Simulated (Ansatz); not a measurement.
Run this with Ansatz 0.2.0 through its Python package and show what comes out.

Input file `c3h6bclo.xyz`:
```text
12

C    -0.18900   -2.33700    0.35080
C     0.32010   -1.08420    0.28510
B    -0.39300    0.14300   -0.44570
Cl   -1.92400   -0.01660   -1.27850
C     0.38210    1.54620   -0.47070
O     0.56660    2.03930    0.85240
H     0.30280   -3.09990    0.85080
H    -1.16390   -2.47830   -0.12110
H     1.29450   -0.91060    0.79750
H     1.37370    1.42840   -0.91190
H    -0.21530    2.28540   -1.03290
H    -0.27750    2.42930    1.15830
```

`c3h6bclo_energy.py`
```python
"""Single point of C3H6BClO."""

import ansatz as az


def main() -> None:
    geometry = az.Crystal.molecule_from_extxyz("c3h6bclo.xyz")

    calculation = geometry.calculation().basis(gaussian="cc-pVDZ").functional("pbe0", dispersion="d3bj")
    print(calculation.to_yaml())
    trace = []
    result = calculation.session().plan().execute(on_event=trace.append)
    rep = result.report
    for event in trace:
        if event["event"] == "mean_field_evaluation" and event["data"]["evaluation"] <= 25:
            print("pass {evaluation:3d}  E = {energy_ev:.6f} eV  gradient {gradient_ev:.1e}".format(**event["data"]))

    for key in ("converged", "free_energy_ev", "reference_energy_ev", "n_frozen", "n_occupied", "n_virtual"):
        print(f"{key:22s} {rep[key]}")

    field = rep["mean_field"]
    print("<S^2> =", round(abs(field["state"]["spin_squared"]), 4), " all-electron relativity setting:", field["relativity"])
    print("passes:", field["passes"])
    if "symmetry" in field:
        print("occupied orbitals by irrep:", field["symmetry"]["occupied"])


if __name__ == "__main__":
    main()
```

```console
$ python c3h6bclo_energy.py
crystal:
  periodic: [false, false, false]
  atoms:
    - { symbol: C, position_ang: [-0.189, -2.337, 0.3508] }
    - { symbol: C, position_ang: [0.3201, -1.0842, 0.2851] }
    - { symbol: B, position_ang: [-0.393, 0.143, -0.4457] }
    - { symbol: Cl, position_ang: [-1.924, -0.0166, -1.2785] }
    - { symbol: C, position_ang: [0.3821, 1.5462, -0.4707] }
    - { symbol: O, position_ang: [0.5666, 2.0393, 0.8524] }
    - { symbol: H, position_ang: [0.3028, -3.0999, 0.8508] }
    - { symbol: H, position_ang: [-1.1639, -2.4783, -0.1211] }
    - { symbol: H, position_ang: [1.2945, -0.9106, 0.7975] }
    - { symbol: H, position_ang: [1.3737, 1.4284, -0.9119] }
    - { symbol: H, position_ang: [-0.2153, 2.2854, -1.0329] }
    - { symbol: H, position_ang: [-0.2775, 2.4293, 1.1583] }
basis:
  gaussian:
    orbitals: cc-pVDZ
hamiltonian:
  xc: pbe0
  dispersion: d3bj

pass   1  E = -18437.798510 eV  gradient 5.2e+01
pass   2  E = -18435.483892 eV  gradient 6.3e+01
pass   3  E = -18444.068371 eV  gradient 8.3e+00
pass   4  E = -18444.192319 eV  gradient 2.6e+00
pass   5  E = -18444.205684 eV  gradient 6.3e-01
pass   6  E = -18444.206870 eV  gradient 1.2e-01
pass   7  E = -18444.205088 eV  gradient 1.3e-01
pass   8  E = -18444.205127 eV  gradient 4.4e-02
pass   9  E = -18444.170589 eV  gradient 2.0e-01
pass  10  E = -18444.170691 eV  gradient 4.8e-02
pass  11  E = -18444.170694 eV  gradient 3.4e-02
pass  12  E = -18444.170697 eV  gradient 5.8e-03
pass  13  E = -18444.170697 eV  gradient 7.7e-04
pass  14  E = -18444.170697 eV  gradient 3.2e-04
pass  15  E = -18444.170697 eV  gradient 3.2e-04
pass  16  E = -18444.170697 eV  gradient 6.1e-05
pass  17  E = -18444.170697 eV  gradient 6.1e-05
converged              True
free_energy_ev         -18444.405092817244
reference_energy_ev    -18444.170723116848
n_frozen               0
n_occupied             [27, 27]
n_virtual              [91, 91]
<S^2> = 0.0  all-electron relativity setting: none
passes: {'evaluations': 15, 'products': 12}
occupied orbitals by irrep: [{'A': 27}, {'A': 27}]
```

Caveats:
- Total energies depend on the basis set; only differences at equal settings carry meaning.
- The geometry is a force-field or estimated start, not a minimum of this method, and the basis set is short of its limit.
- Total less reference energy is the dispersion correction.
- Early passes use coarser integrals and grids, so their energies can't be compared with the last.
- Hardware and time: 4.8 s on 1 thread of Arm Neoverse V1, on a shared host, peak memory 0.31 GiB.
